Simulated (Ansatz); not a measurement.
**H₃O₂PSe: small, medium and large basis sets**

How large a basis does H₃O₂PSe need? Two functionals are run in growing sets.

Program: Ansatz 0.2.0, Gaussian basis. Level of theory: one geometry, several basis sets. These are calculated values, not measurements.

Levels to be run: PBE0-D4/def2-SVP; ωB97M-V/def2-SVP; PBE0-D4/def2-QZVPP; ωB97M-V/def2-QZVPP; the functionals' def2-TZVPP values are taken from earlier runs.

## Step 1: The geometry

The geometry comes from an earlier relaxation with PBE0-D4 in a triple-zeta def2 set; it is a stationary point, not always the lowest conformer.

7 atoms, charge 0, spin multiplicity 1.

Atoms are counted from 1 here; the program's logs count them from 0.

Bond lengths: O1–P2 1.628 Å, O1–H5 0.963 Å, P2–O3 1.627 Å, P2–Se4 2.307 Å, O3–H6 0.962 Å, Se4–H7 1.471 Å. Angles: P2–O1–H5 110.9°, O1–P2–O3 92.8°, O1–P2–Se4 101.7°, O3–P2–Se4 103.3°, P2–O3–H6 110.5°, P2–Se4–H7 93.1°.

## Step 2: PBE0-D4 in def2-SVP

Contents of in.yaml:

```yaml
crystal:
  periodic: [false, false, false]
  atoms:
    - {symbol: O, position_ang: [-1.058775, 1.011621, 0.154392]}
    - {symbol: P, position_ang: [-0.509902, -0.482938, 0.496363]}
    - {symbol: O, position_ang: [0.804369, 0.090308, 1.264924]}
    - {symbol: Se, position_ang: [0.323139, -1.153362, -1.547569]}
    - {symbol: H, position_ang: [-1.793351, 0.974152, -0.466590]}
    - {symbol: H, position_ang: [1.216925, -0.602357, 1.790152]}
    - {symbol: H, position_ang: [1.078695, 0.094476, -1.737273]}
basis:
  gaussian: {orbitals: def2-SVP}
hamiltonian: {xc: pbe0, dispersion: d4}
output: {orbitals: {seedname: orbitals}}
```

Command:

```bash
$ ansatz run in.yaml --threads 2 --pin off --events-out ev --progress --plain --max-ram 4352MiB
```

The runs that follow: ωB97M-V in def2-SVP; PBE0-D4 in def2-QZVPP; ωB97M-V in def2-QZVPP.

**Question.** What will the summary of the whole plan be? Wanted: PBE0-D4: double and triple zeta above quadruple; ωB97M-V: double and triple zeta above quadruple.

**Answer**, as computed:

```
                                       quantity           value
PBE0-D4: double and triple zeta above quadruple  18.82, 1.94 eV
ωB97M-V: double and triple zeta above quadruple  18.84, 1.87 eV
```

What this shows: For PBE0-D4 the step from double to triple zeta gains 16.89 eV and the next only 1.94 eV. These are total energies; as a rule much of such shifts cancels in differences, which this series doesn't test. The LUMO of ωB97M-V is positive and keeps falling with the basis (2.27 to 1.35 eV): an unbound level that the basis holds in place.
